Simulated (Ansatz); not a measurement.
# BNH2BrF (SMILES NB(F)Br): CAM-B3LYP-D3(BJ)/6-31G

Aim: the adiabatic singlet–triplet gap of BNH2BrF at CAM-B3LYP-D3(BJ)/6-31G, from 2 runs. 

The calculation is run with Ansatz 0.2.0.

3 further runs of the same task are left out: 1 that didn't finish, 2 set aside as unsound or not needed.

### Step 1. The system as given

The species is BNH2BrF (6 atoms), meant as a singlet with charge 0. As SMILES, `NB(F)Br`. Geometry: relaxed at PBE0-D4/def2-TZVP. The run starts from this shape.

Bond lengths: N1–B2 1.386 Å, B2–F3 1.326 Å, B2–Br4 1.931 Å, N1–H5 1.003 Å, N1–H6 1.006 Å. Angles: N1–B2–F3 121.0°, N1–B2–Br4 120.9°, F3–B2–Br4 118.1°, B2–N1–H5 122.8°, B2–N1–H6 121.9°, H5–N1–H6 115.3°.

### Step 2. A structure relaxation at CAM-B3LYP-D3(BJ)/6-31G

Input file input.yaml:

```yaml
basis:
  gaussian: {orbitals: 6-31G}
crystal:
  periodic: [false, false, false]
  atoms:
    - {symbol: N, position_ang: [0.051400, 0.776500, 0.110600]}
    - {symbol: B, position_ang: [0.041900, -0.607000, 0.035200]}
    - {symbol: F, position_ang: [0.559500, -1.347200, 1.006100]}
    - {symbol: Br, position_ang: [-0.726000, -1.512100, -1.487700]}
    - {symbol: H, position_ang: [-0.332500, 1.362900, -0.607500]}
    - {symbol: H, position_ang: [0.447700, 1.262900, 0.897000]}
relax: {max_displacement: 0.1}
magnetization: {spin_polarized: false}
hamiltonian: {xc: {name: CAM-B3LYP}, dispersion: d3bj}
scf: {lower_state_search: standard}
```

Launch:

```
$ ansatz run input.yaml --threads 1 --pin off --max-ram 2610MiB --events-out events.jsonl --progress --plain --runs-dir runs
```

Output:

```text
Warning: RAYON_NUM_THREADS=1 ignored (pool sized by the plan → 1); use --threads N
The last accepted step is kept in runs//last_step.txt (removed where the run ends without a failure and the disk answers)
[... 60 lines left out ...]
Total energy: -74956.34761125 eV, -2754.5949674763 hartree
[... 6 lines left out ...]
Dipole moment:     0.040212     0.744484     0.108454 e Å
```

Wall time 11 s (1 thread of AMD EPYC 9R45 (Zen 5), shared host); peak memory 0.18 GiB.

The path in brief:

```tsv
step	energy from the first frame kept (eV)	largest force (eV/Å)
1	0.0000	1.7000
2	-0.0329	0.6636
3	-0.0386	0.0978
4	-0.0387	0.0303
5	-0.0388	0.0155
6	-0.0388	0.0052
```

After the run. Bond lengths: N1–B2 1.384 Å, B2–F3 1.365 Å, B2–Br4 1.955 Å, N1–H5 1.007 Å, N1–H6 1.010 Å. Angles: N1–B2–F3 120.7°, N1–B2–Br4 121.7°, F3–B2–Br4 117.7°, B2–N1–H5 123.0°, B2–N1–H6 121.5°, H5–N1–H6 115.6°.

### Step 3. The triplet, same level

input.yaml, as its differences from that of step 2:

```diff
@@ -1,3 +1 @@
-basis:
-  gaussian: {orbitals: 6-31G}
 crystal:
@@ -11,5 +9,7 @@
     - {symbol: H, position_ang: [0.447700, 1.262900, 0.897000]}
+basis:
+  gaussian: {orbitals: 6-31G}
 relax: {max_displacement: 0.1}
-magnetization: {spin_polarized: false}
 hamiltonian: {xc: {name: CAM-B3LYP}, dispersion: d3bj}
+magnetization: {spin_polarized: true, initial_magnetization: 2}
 scf: {lower_state_search: standard}
```

Launch:

```
$ ansatz run input.yaml --threads 1 --pin off --max-ram 2610MiB --events-out events.jsonl --progress --plain --runs-dir runs
```

Output, shortened:

```text
Warning: RAYON_NUM_THREADS=1 ignored (pool sized by the plan → 1); use --threads N
[... 1 set-up line as earlier in the session ...]
[... 185 lines left out ...]
Total energy: -74952.18638273 eV, -2754.4420451485 hartree
[... 6 lines left out ...]
Dipole moment:    -0.000960     0.642212     0.099430 e Å
```

Run time: 56 s. Hardware: 1 thread of AMD EPYC 9R45 (Zen 5), shared host; peak memory 0.22 GiB.

Step by step:

```tsv
step	energy from the first frame kept (eV)	largest force (eV/Å)
1	0.0000	6.0571
2	-0.6528	2.5831
3	-0.8205	0.9850
4	-0.9333	1.8171
5	-1.2414	2.7172
6	-1.5620	2.2343
7	-1.8017	1.2400
8	-1.9736	0.4821
9	-2.0734	0.8285
10	-2.1567	0.8756
11	-2.2692	0.7598
12	-2.3952	0.7691
13	-2.5279	0.8297
14	-2.6793	0.6728
15	-2.8225	0.4686
16	-2.9270	0.5203
17	-2.9993	0.4228
18	-3.0271	1.1777
19	-3.0633	0.4440
20	-3.0788	0.1752
21	-3.0812	0.0953
22	-3.0816	0.0359
23	-3.0816	0.0084
```

After the run. Bond lengths: N1–B2 1.413 Å, B2–F3 1.358 Å, N1–H5 1.010 Å, N1–H6 1.015 Å. Angles: N1–B2–F3 121.3°, B2–N1–H5 121.2°, B2–N1–H6 123.0°, H5–N1–H6 114.9°. A long bond or contact: B2–Br4 3.246 Å.

### Step 4. What came out

At CAM-B3LYP-D3(BJ)/6-31G:

| quantity | value |
| --- | --- |
| singlet: total energy at the end | -2754.59497 Eh |
| singlet: dipole moment | 3.62 D |
| singlet: dispersion energy | -7.99 kJ/mol |
| triplet: total energy at the end | -2754.44205 Eh |
| triplet: dipole moment | 3.12 D |
| triplet: dispersion energy | -8.61 kJ/mol |
| triplet: ⟨S²⟩ | 2.002 |
| adiabatic energy of the triplet above the singlet (no zero-point term) | 4.161 eV |

In words: The adiabatic energy of the triplet above the singlet (no zero-point term) is 4.16 eV (96 kcal/mol). The second species lost a bond as it relaxed, so this leads to another structure. The optimisation (singlet) took 5 steps and changed the energy by -0.039 eV. The optimisation (triplet) took 22 steps and changed the energy by -3.082 eV. Bonds broke or formed on the way.
